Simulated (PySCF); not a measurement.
**Yb(OH)3: other functionals and bases at one geometry**

Method: several levels, as the steps say, no spin–orbit coupling; program: PySCF 2.14.0.

### Step 1. The system as given

7 atoms, charge 0, spin multiplicity 1.

Bond lengths: Yb1–O2 2.008 Å, Yb1–O4 2.008 Å, Yb1–O6 2.008 Å, O2–H3 0.957 Å, O4–H5 0.957 Å, O6–H7 0.957 Å. Angles: O2–Yb1–O4 120.0°, O2–Yb1–O6 120.0°, O4–Yb1–O6 120.0°, Yb1–O2–H3 179.8°, Yb1–O4–H5 179.8°, Yb1–O6–H7 179.8°.

As a file:

```xyz
7
charge 0, multiplicity 1
Yb    0.00000    0.00000    0.12715
O     2.00838    0.00002    0.14283
H     2.96569    0.00003    0.15381
O    -1.00421    1.73930    0.14283
H    -1.48287    2.56835    0.15381
O    -1.00418   -1.73932    0.14283
H    -1.48282   -2.56838    0.15381
```

Formal oxidation states: Yb +3. Each metal's 13 4f electrons lie in its core potential, so multiplicities, spins and levels count the valence alone. An earlier session relaxed this geometry at r2SCAN, Yb lcecp-1-SVP with ECP59, O def2-SVP, H def2-SVP (singlet, point group C3v).

At r2SCAN on the finer grid: E = -266.808636 Eh, HOMO -6.34 eV, LUMO -1.62 eV, Mulliken charge on Yb1 +1.03 e, largest force component 0.019 eV/Å. 

Levels to run: TPSS; wB97X; revPBE; B3LYP; r2SCAN, f-in-core-III/TZVP. Hardware: 2 threads of AMD EPYC 9R45 (Zen 5), shared host.

### Step 2. TPSS

Input file run.py (the lines that set the calculation):

```python
mol = gto.M(atom='''
Yb     0.00000     0.00000     0.12715
O      2.00838     0.00002     0.14283
H      2.96569     0.00003     0.15381
O     -1.00421     1.73930     0.14283
H     -1.48287     2.56835     0.15381
O     -1.00418    -1.73932     0.14283
H     -1.48282    -2.56838     0.15381''',
    basis={'Yb': 'lcecp-1-SVP', 'O': 'def2-SVP', 'H': 'def2-SVP'},
    ecp={'Yb': 'lcecp-1-SVP'},
    charge=0, spin=0)
mf = dft.RKS(mol, xc='TPSS')
mf.grids.atom_grid = (75, 302)  # f atoms: unpruned, at least (60, 302)
mf = mf.density_fit()  # fitting sets: Yb AutoAux, O def2-universal-JKFIT, H def2-universal-JKFIT
mf.conv_tol = 1e-08; mf.max_cycle = 55
mf.kernel(dm0)  # dm0: the density of the relaxed state
```

Run with:

```console
> OMP_NUM_THREADS=2 python run.py
```

**Question.** How long does this run take on 2 threads of AMD EPYC 9R45 (Zen 5), shared host?

About 3.6 s.
